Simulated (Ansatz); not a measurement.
# C2H2BF: small, medium and large basis sets

Aim: see how fast density functionals converge with the basis set for C2H2BF.

Computed with Ansatz 0.2.0, Gaussian basis. Level: one geometry, several basis sets.

Plan: PBE0-D4/def2-SVP; ωB97M-V/def2-SVP; PBE0-D4/def2-QZVPP; ωB97M-V/def2-QZVPP; the functionals' def2-TZVPP values are taken from earlier runs.

### Step 1. The relaxed structure

The geometry comes from an earlier relaxation with PBE0-D4 in a triple-zeta def2 set; it is a stationary point.

6 atoms, charge 0, spin multiplicity 1.

Atoms are counted from 1 here; the program's logs count them from 0.

Bond lengths: B1–C2 1.496 Å, B1–H5 1.194 Å, B1–H6 1.194 Å, C2–C3 1.207 Å, C3–F4 1.264 Å. Angles: C2–B1–H5 119.9°, C2–B1–H6 119.9°, H5–B1–H6 120.2°, B1–C2–C3 180.0°, C2–C3–F4 180.0°.

### Step 2. PBE0-D4 in def2-SVP

Input file in.yaml:

```yaml
crystal:
  periodic: [false, false, false]
  atoms:
    - {symbol: B, position_ang: [-0.662749, 0.885081, -0.325547]}
    - {symbol: C, position_ang: [0.199012, -0.267789, 0.083625]}
    - {symbol: C, position_ang: [0.894168, -1.197395, 0.413298]}
    - {symbol: F, position_ang: [1.622870, -2.170986, 0.758923]}
    - {symbol: H, position_ang: [-1.083052, 0.947419, -1.441167]}
    - {symbol: H, position_ang: [-0.928050, 1.739671, 0.464669]}
basis:
  gaussian: {orbitals: def2-SVP}
hamiltonian: {xc: pbe0, dispersion: d4}
output: {orbitals: {seedname: orbitals}}
```

On the command line:

```
$ ansatz run in.yaml --threads 2 --pin off --events-out ev --progress --plain --max-ram 4352MiB
```

The runs that follow: ωB97M-V in def2-SVP; PBE0-D4 in def2-QZVPP; ωB97M-V in def2-QZVPP.

Before running them: what should the planned runs give, taken together? Wanted: PBE0-D4: double and triple zeta above quadruple; ωB97M-V: double and triple zeta above quadruple.

As calculated:

```
                                       quantity          value
PBE0-D4: double and triple zeta above quadruple  6.66, 0.30 eV
ωB97M-V: double and triple zeta above quadruple  6.87, 0.27 eV
```

For PBE0-D4 the step from double to triple zeta gains 6.37 eV and the next only 0.30 eV. Total energies overstate the basis error of differences, where much of it tends to cancel.
